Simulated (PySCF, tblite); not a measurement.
# CH₁₃GeNSi₃, a small molecule taken as a stand-in for a surface group: NMR shifts, core binding energies and electronic excitations, part 2 of 2

tblite 0.8.0 and PySCF 2.14.0. Atoms count from 0, parts from 1. Earlier steps stand in the parts before.

### 5 Core-electron binding energies: SCAN, X2C

What the job is given:

```
{"job": {"kind": "xps", "holes": 5}, "charge": 0, "multiplicity": 1}
Ge    -0.459332    -0.035167    -0.257411
Si    -1.183118     2.246630    -0.201325
Si    -0.643455    -1.034408     1.904755
N      1.316013    -0.087568    -0.799036
Si     2.738340    -0.204936     0.182139
C     -1.495987    -1.054322    -1.571379
H     -2.632057     2.351439     0.162189
H     -0.988630     2.882581    -1.543675
H     -0.382914     3.014027     0.802867
H     -2.105536    -1.133593     2.213410
H      0.004757    -0.203053     2.963393
H     -0.058440    -2.410060     1.923028
H      1.454135     0.206589    -1.763029
H      3.783777    -1.036201    -0.493965
H      2.337090    -0.857712     1.466166
H      3.378835     1.108911     0.522044
H     -1.124454    -2.088354    -1.616080
H     -2.560821    -1.066177    -1.296457
H     -1.398504    -0.600191    -2.568814
```

Level: delta-SCF UKS SCAN, pcX-2 on the ionised atom, pcseg-1 elsewhere, spin-free X2C.

What it wrote:

```text
ground state, core basis on atom 1 (Si), 216 functions
  cycle   1  E = -3064.75362557  |g| = 5.94e-01
  cycle   2  E = -3064.56830460  |g| = 1.02e+00
  cycle   3  E = -3064.83054866  |g| = 1.59e-01
  cycle   4  E = -3064.83728335  |g| = 5.64e-02
  cycle   5  E = -3064.83812413  |g| = 1.56e-02
  cycle   6  E = -3064.83820698  |g| = 4.03e-03
  cycle   7  E = -3064.83821312  |g| = 9.70e-04
  cycle   8  E = -3064.83821303  |g| = 4.49e-04
  E(ground) = -3065.02865303 Eh
hole in Si 2p of atom 1
  cycle   1  E = -3060.57486282  |g| = 1.23e+00
  cycle   2  E = -3059.81991980  |g| = 1.45e+00
  cycle   3  E = -3060.72167006  |g| = 5.55e-01
  cycle   4  E = -3060.89194581  |g| = 2.28e-01
  cycle   5  E = -3060.91026091  |g| = 1.03e-01
  cycle   6  E = -3060.91673761  |g| = 2.58e-02
  cycle   7  E = -3060.91712485  |g| = 8.69e-03
  cycle   8  E = -3060.91716705  |g| = 2.87e-03
  cycle   9  E = -3060.91717227  |g| = 6.93e-04
  cycle  10  E = -3060.91717639  |g| = 1.97e-04
  E(ion) = -3061.11891761 Eh   <S^2> = 0.7532   hole on atom = 1.002   binding energy = 106.389 eV
  2p3/2 = 106.185 eV   2p1/2 = 106.808 eV
ground state, core basis on atom 2 (Si), 216 functions
  cycle   1  E = -3064.83848300  |g| = 2.87e-01
  cycle   2  E = -3064.83857673  |g| = 3.43e-02
  cycle   3  E = -3064.83858414  |g| = 2.42e-02
  cycle   4  E = -3064.83870865  |g| = 8.56e-03
  cycle   5  E = -3064.83872917  |g| = 1.79e-03
  cycle   6  E = -3064.83873208  |g| = 3.68e-04
  E(ground) = -3065.02890641 Eh
hole in Si 2p of atom 2
  cycle   1  E = -3060.57155120  |g| = 1.23e+00
  cycle   2  E = -3058.94764274  |g| = 1.66e+00
  cycle   3  E = -3060.52952585  |g| = 7.72e-01
  cycle   4  E = -3060.88923692  |g| = 1.78e-01
  cycle   5  E = -3060.90069921  |g| = 1.37e-01
  cycle   6  E = -3060.91096856  |g| = 3.04e-02
  cycle   7  E = -3060.91151735  |g| = 1.14e-02
  cycle   8  E = -3060.91158932  |g| = 3.46e-03
  cycle   9  E = -3060.91159625  |g| = 9.85e-04
  cycle  10  E = -3060.91159787  |g| = 2.50e-04
  E(ion) = -3061.11320660 Eh   <S^2> = 0.7527   hole on atom = 1.002   binding energy = 106.552 eV
  2p3/2 = 106.339 eV   2p1/2 = 106.961 eV
ground state, core basis on atom 3 (N), 205 functions
  cycle   1  E = -3064.76296524  |g| = 7.41e-02
  cycle   2  E = -3064.76296732  |g| = 2.08e-02
  cycle   3  E = -3064.76294601  |g| = 2.35e-02
  cycle   4  E = -3064.76310948  |g| = 6.45e-03
  cycle   5  E = -3064.76311901  |g| = 9.13e-04
  cycle   6  E = -3064.76312102  |g| = 1.73e-04
  E(ground) = -3064.99317568 Eh
hole in N 1s of atom 3
  cycle   1  E = -3049.19266348  |g| = 1.87e+00
  cycle   2  E = -3048.25292302  |g| = 2.21e+00
  cycle   3  E = -3049.84427484  |g| = 4.42e-01
  cycle   4  E = -3049.90892837  |g| = 1.82e-01
  cycle   5  E = -3049.92852072  |g| = 5.57e-02
  cycle   6  E = -3049.93014980  |g| = 1.53e-02
  cycle   7  E = -3049.93029327  |g| = 4.94e-03
  cycle   8  E = -3049.93030753  |g| = 1.46e-03
  cycle   9  E = -3049.93030922  |g| = 6.91e-04
  cycle  10  E = -3049.93030881  |g| = 1.49e-04
  E(ion) = -3050.15933706 Eh   <S^2> = 0.7668   hole on atom = 1.000   binding energy = 403.649 eV
ground state, core basis on atom 4 (Si), 216 functions
  cycle   1  E = -3064.84466810  |g| = 2.88e-01
  cycle   2  E = -3064.84475605  |g| = 4.01e-02
  cycle   3  E = -3064.84476536  |g| = 2.94e-02
  cycle   4  E = -3064.84486582  |g| = 8.99e-03
  cycle   5  E = -3064.84488760  |g| = 1.59e-03
  cycle   6  E = -3064.84488552  |g| = 1.86e-04
  E(ground) = -3065.03494011 Eh
hole in Si 2p of atom 4
  cycle   1  E = -3060.57840632  |g| = 1.24e+00
  cycle   2  E = -3059.40089917  |g| = 1.48e+00
  cycle   3  E = -3060.67725287  |g| = 5.51e-01
  cycle   4  E = -3060.89108147  |g| = 1.54e-01
  cycle   5  E = -3060.89382270  |g| = 1.51e-01
  cycle   6  E = -3060.90407980  |g| = 4.39e-02
  cycle   7  E = -3060.90523270  |g| = 7.50e-03
  cycle   8  E = -3060.90527134  |g| = 2.91e-03
  cycle   9  E = -3060.90527720  |g| = 1.12e-03
  cycle  10  E = -3060.90527911  |g| = 3.26e-04
  E(ion) = -3061.10661253 Eh   <S^2> = 0.7519   hole on atom = 1.003   binding energy = 106.895 eV
  2p3/2 = 106.703 eV   2p1/2 = 107.328 eV
ground state, core basis on atom 5 (C), 205 functions
  cycle   1  E = -3064.74771682  |g| = 5.98e-02
  cycle   2  E = -3064.74771313  |g| = 2.39e-02
  cycle   3  E = -3064.74776564  |g| = 2.14e-02
  cycle   4  E = -3064.74787836  |g| = 4.17e-03
  cycle   5  E = -3064.74789123  |g| = 5.20e-04
  cycle   6  E = -3064.74788775  |g| = 2.13e-04
  E(ground) = -3064.97932816 Eh
hole in C 1s of atom 5
  cycle   1  E = -3053.50205234  |g| = 1.51e+00
  cycle   2  E = -3052.68888080  |g| = 1.86e+00
  cycle   3  E = -3054.01457521  |g| = 3.90e-01
  cycle   4  E = -3054.04125879  |g| = 3.03e-01
  cycle   5  E = -3054.08578856  |g| = 7.99e-02
  cycle   6  E = -3054.08868153  |g| = 2.14e-02
  cycle   7  E = -3054.08896046  |g| = 5.72e-03
  cycle   8  E = -3054.08897991  |g| = 2.20e-03
  cycle   9  E = -3054.08898567  |g| = 8.62e-04
  cycle  10  E = -3054.08898659  |g| = 2.94e-04
  E(ion) = -3054.31989562 Eh   <S^2> = 0.7686   hole on atom = 1.000   binding energy = 290.058 eV
```

It took 78 s on 1 thread of Arm Neoverse V1, shared host; peak memory 0.79 GiB.

The holes in one table. −ε is the ground-state orbital energy:

```
       hole  stands for                   environment  ΔSCF (eV; 2p as the shell's mean)  −ε (eV)   ⟨S²⟩
Si2p on Si1         Si1     silicon bonded to Ge, 3 H                             106.39     96.1  0.753
Si2p on Si2         Si2     silicon bonded to Ge, 3 H                             106.55     96.2  0.753
  N1s on N3          N3  nitrogen bonded to Ge, Si, H                             403.65    385.5  0.767
Si2p on Si4         Si4      silicon bonded to N, 3 H                             106.91     96.2  0.752
  C1s on C5          C5      carbon bonded to Ge, 3 H                             290.06    273.7  0.769
```

With the spin-orbit splitting: Si1 2p3/2 106.18, 2p1/2 106.81 eV; Si2 2p3/2 106.34, 2p1/2 106.96 eV; Si4 2p3/2 106.70, 2p1/2 107.33 eV. The table gives each 2p level as the mean over the whole 2p shell (two parts 2p3/2, one part 2p1/2), which differs a little from the single hole in the log.

### 6 TDDFT and polarisability: CAM-B3LYP/def2-SVPD

The job, as its differences from that of step 5:

```diff
@@ -1,2 +1,2 @@
-{"job": {"kind": "xps", "holes": 5}, "charge": 0, "multiplicity": 1}
+{"job": {"kind": "uv", "xc": "CAM-B3LYP", "basis": "def2-SVPD", "nstates": 6, "ntriplets": 2, "ip": true}, "charge": 0, "multiplicity": 1}
 Ge    -0.459332    -0.035167    -0.257411
```

Method: TDDFT CAM-B3LYP/def2-SVPD, vertical, gas phase, core orbitals frozen in the response.

What it wrote:

```text
coarse grid: 69088 points
cycle   1  E = -3045.6036512989  dE = -7.613e-01  |g| = 5.889e-01  |ddm| = 5.279e+00
cycle   2  E = -3045.5877942418  dE =  1.586e-02  |g| = 6.759e-01  |ddm| = 1.459e+00
cycle   3  E = -3045.6693386260  dE = -8.154e-02  |g| = 7.186e-02  |ddm| = 7.682e-01
cycle   4  E = -3045.6703756411  dE = -1.037e-03  |g| = 4.057e-02  |ddm| = 1.444e-01
cycle   5  E = -3045.6707020222  dE = -3.264e-04  |g| = 4.081e-03  |ddm| = 5.713e-02
cycle   6  E = -3045.6707071556  dE = -5.133e-06  |g| = 5.671e-04  |ddm| = 1.560e-02
final grid: 140856 points
cycle   7  E = -3045.6706538235  dE = -1.814e-07  |g| = 3.432e-04  |ddm| = 5.845e-03
cycle   8  E = -3045.6706538369  dE = -1.348e-08  |g| = 3.175e-04  |ddm| = 1.337e-03
cycle   9  E = -3045.6706538585  dE = -2.159e-08  |g| = 5.019e-05  |ddm| = 4.390e-04
cycle  10  E = -3045.6706538593  dE = -7.208e-10  |g| = 2.308e-05  |ddm| = 1.018e-04
converged SCF energy = -3045.6706538593

Static polarisability (au): isotropic 140.903, principal 131.833 139.532 151.343

Singlet excitations
state   eV       nm        f      main configurations
  1   5.5246    224.4   0.00566   H->L 0.90
  2   6.2273    199.1   0.08573   H->L+2 0.67, H->L+1 0.15
  3   6.3614    194.9   0.01613   H->L+1 0.47, H->L+2 0.18, H->L+3 0.14
  4   6.6819    185.6   0.16914   H->L+3 0.51, H-1->L 0.23
  5   6.7853    182.7   0.04917   H-1->L 0.46, H->L+1 0.26, H->L+3 0.18
  6   7.0149    176.7   0.03640   H->L+4 0.62, H->L+7 0.20

Triplet excitations (Tamm-Dancoff, eV): 5.0986 5.6014
Vertical ionisation energy (delta-SCF) = 8.5964 eV
```

Run time: 4 min. Hardware: 1 thread of Arm Neoverse V1, shared host; peak memory 1.4 GiB.

Frontier orbitals and where they lie:

```
orbital      eV                         atoms
 HOMO−3  -10.61  Si4 26 %, H14 17 %, H13 14 %
 HOMO−2   -9.98    Ge0 19 %, C5 18 %, N3 12 %
 HOMO−1   -9.17   Ge0 24 %, Si2 23 %, N3 13 %
   HOMO   -8.11   N3 36 %, Si1 16 %, Ge0 15 %
   LUMO    0.59  Ge0 17 %, Si1 13 %, Si2 12 %
 LUMO+1    0.86   Si1 22 %, Si2 20 %, Si4 8 %
 LUMO+2    0.96  Si2 16 %, Ge0 15 %, Si1 14 %
```

With each of the 6 states as a Gaussian band of 0.4 eV half-width at 1/e, the curve within the window shown has maxima at 186 nm (ε 11,000) L/(mol cm). Beyond the last state computed it falls off for lack of states. The curve at chosen wavelengths:

nm, ε (L/mol/cm) and a bar:
```
      169       1749 #####
      172       3351 #########
      176       6256 #################
      179       8463 ########################
      182      10079 ############################
      185      10742 ##############################
      189      10209 #############################
      192       9139 ##########################
      195       7850 ######################
      199       6090 #################
      202       4834 #############
      205       3680 ##########
      208       2679 #######
      212       1650 #####
      215       1117 ###
      218        760 ##
      221        535 #
      225        361 #
      228        282 #
      231        223 #
      235        161 
      238        123 
      241         90 
      244         64 
      248         38 
      251         25
```

Further results of this job:

```
           property  computed
  dipole moment (D)      1.33
polarisability (Å³)     20.88
 HOMO–LUMO gap (eV)      8.70
      −ε(HOMO) (eV)      8.11
```

### 7 Summary of results

The summary covers parts 1 to 2.

```
                                 quantity                                                                              value
                              point group                                                                                 C1
     rotational constants (main isotopes)                                                               1.31, 0.92, 0.78 GHz
   13C shifts against TMS (PBE0/pcSseg-1)                                                                            3.8 ppm
    1H shifts against TMS (PBE0/pcSseg-1)  4.82, 4.75, 4.52, 3.91, 3.88, 3.59, 3.57, 3.50, 3.49, 0.75, 0.68, 0.22, -1.35 ppm
73Ge shifts against GeMe4 (PBE0/pcSseg-1)                                                                            -39 ppm
  29Si shifts against TMS (PBE0/pcSseg-1)                                                           -50.0, -98.2, -100.3 ppm
   15N shifts against NH3 (PBE0/pcSseg-1)                                                                            2.6 ppm
        Si2p binding energies, SCAN/pcX-2                                              Si4 106.91, Si2 106.55, Si1 106.39 eV
         N1s binding energies, SCAN/pcX-2                                                                       N3 403.65 eV
         C1s binding energies, SCAN/pcX-2                                                                       C5 290.06 eV
     lowest singlet (CAM-B3LYP/def2-SVPD)                                                        5.52 eV (224 nm), f = 0.006
 brightest single state of those computed                                                        state 4, 6.68 eV, f = 0.169
                           lowest triplet                                                                            5.10 eV
        vertical ionisation energy (ΔSCF)                                                                            8.60 eV
```

What this shows: Relaxing lowered the energy by 0.296 eV in 13 steps; the close pair that moved most is Si4–H13, from 1.441 to 1.497 Å (PBE0/def2-SVP). No frequency check was run at this level, so the end point may be a saddle. At PBE0/pcSseg-1: The largest span, 303 ppm, is at Ge0, where the paramagnetic term is -1392 ppm. The Si2p levels kept as sound span 0.52 eV, from Si1 (silicon bonded to Ge, 3 H) up to Si4 (silicon bonded to N, 3 H). The first singlet state (HOMO→LUMO 0.90) lies at 5.52 eV and is weak; of the 6 states computed, the strongest absorption comes from state 4 at 6.68 eV. The lowest triplet lies 0.43 eV below the lowest singlet (triplets in Tamm-Dancoff, singlets in full TDDFT). ΔSCF puts the ionisation energy at 8.60 eV, 0.48 eV above −ε(HOMO). Spin-orbit coupling is left out, which matters for shieldings and couplings at and beside the heavy atoms. A capped cluster stands for the solid here, so long-range fields and strain are missing, and bands or shifts of the capping hydrogens have no counterpart in it.
